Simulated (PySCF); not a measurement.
**The bond of NaI−, level by level**

One table from this session's results is given with a row withheld; the runs are named, their logs left out.

Method: Na aug-cc-pVDZ, I aug-cc-pVDZ-PP with ECP28, scalar-relativistic core potentials; program: PySCF 2.14.0.

2 further runs of the same task are left out: 2 set aside as unsound or not needed.

The first run:

A driver script around PySCF takes these settings:

```
atoms                         : Na, I
charge                        : -1
basis                         : Na aug-cc-pVDZ, I aug-cc-pVDZ-PP with ECP28
Hamiltonian                   : scalar-relativistic core potentials
basis functions               : 59
electrons treated             : 37
masses in u                   : 22.9898, 126.9045
levels                        : PBE0, PBE, r²SCAN, M06-2X, TPSS, MN15, HF, MP2, SCS-MP2
grid                          : 80 radial by 434 angular points
occupations                   : held fixed by the projection of orbital angular momentum
dissociation limit            : Na + I−, each in its ground configuration
starting distance in angstrom : 2.985
values of 2S to try           : 1, 3
```

Started as:

```sh
> OMP_NUM_THREADS=1 python dia.py task.json out
```

Steps of the session up to this table: The job; The PBE0 curve of the state that the search chose; PBE (GGA); r²SCAN (meta-GGA); M06-2X; TPSS (meta-GGA); MN15; UHF (mean field).

One table of the session follows, with a row left open; its other results are not shown here.

It belongs to the step «The curves together». Energy (eV) from each level's lowest point:

```
R (Å)    UHF  UHF-MP2  UHF-SCS-MP2    PBE   TPSS
2.547  0.349    0.337        0.341  0.288  0.299
2.666  0.160    0.156        0.158  0.125  0.131
2.784  0.056    0.055        0.056  0.039  0.041
2.873  0.016    0.016        0.016  0.009  0.010
2.962  0.000    0.000        0.000  0.000  0.000
3.051      ?        ?            ?      ?      ?
3.169  0.022    0.023        0.022  0.032  0.032
3.317  0.067    0.070        0.068  0.082  0.082
3.495  0.134    0.142        0.139  0.153  0.154
3.732  0.231    0.247        0.242  0.254  0.256
```

Estimate the missing values for R (Å) = 3.051.

Worked estimate for «UHF». A straight line through the neighbours (2.962, 0.000) and (3.169, 0.022) gives 0.000 + (0.022 − 0.000) × (3.051 − 2.962) / (3.169 − 2.962) = 0.009; a parabola fitted to 4 rows on both sides gives 0.003.

**Answer.** UHF: 0.001; UHF-MP2: 0.002; UHF-SCS-MP2: 0.001; PBE: 0.007; TPSS: 0.006. In «UHF» the line misses by +0.008 and the parabola by +0.002.

To keep in mind: At some levels the lowest empty orbital lies below the highest filled one (the two can be of opposite spin).
